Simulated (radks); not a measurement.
# As¹⁸⁺ in [Ne] 3s2 3p1 3d2: an all-electron calculation

An exercise on one series of results from a longer session: the logs are not shown, and one member is left open.

Method: scalar-relativistic Kohn-Sham, PBE, spin-polarised, spherical densities, finite nucleus; open shells are filled with parallel spins first. Code: radks (a radial shooting solver on a logarithmic mesh, Libxc functionals) version 1.

### The atom as given

* element: arsenic (Z = 33)
* charge: +18
* electrons: 15
* configuration: [Ne] 3s2 3p1 3d2
* nuclear rms radius: 4.0968 fm

The outer shells:

As¹⁸⁺
```
[Ne] core
3s [↑↓]
3p [↑ ][  ][  ]
3d [↑ ][↑ ][  ][  ][  ]
```

Set-up of the first run:

Settings of this run:

```text
Z 33
configuration [Ne] 3s2 3p1 3d2
relativity scalar-relativistic
functional pbe,pbe
spin polarised
nucleus finite rms 4.0968 fm
c 137.035999084
```

Among the steps run: Self-consistent calculation.

One table of the session follows, with a row left open; its other results are not shown here.

It belongs to the step «Orbitals and density». From the orbitals of this run (lengths in bohr):

```
  level      <r>  outermost maximum (interpolated)  90 % within  nodes
  1s up  0.04549                            0.0297       0.0813      0
1s down  0.04548                            0.0297       0.0813      0
  2s up   0.2009                             0.169        0.310      1
2s down   0.2005                             0.169        0.309      1
  2p up   0.1752                             0.136        0.285      0
2p down   0.1749                             0.135        0.285      0
  3s up   0.5145                             0.480        0.748      2
3s down   0.5169                             0.480        0.752      2
  3p up   0.5054                             0.467        0.749      1
3p down        ?                                 ?            ?      ?
  3d up   0.4615                             0.388        0.708      0
3d down   0.4631                             0.386        0.712      0
```

Q: Estimate the row for 3p down from the others.

The run gave: <r>: 0.5080; outermost maximum (interpolated): 0.467; 90 % within: 0.754; nodes: 1. In the column «<r>» it lies between 3p up (0.5054) and 3s up (0.5145).
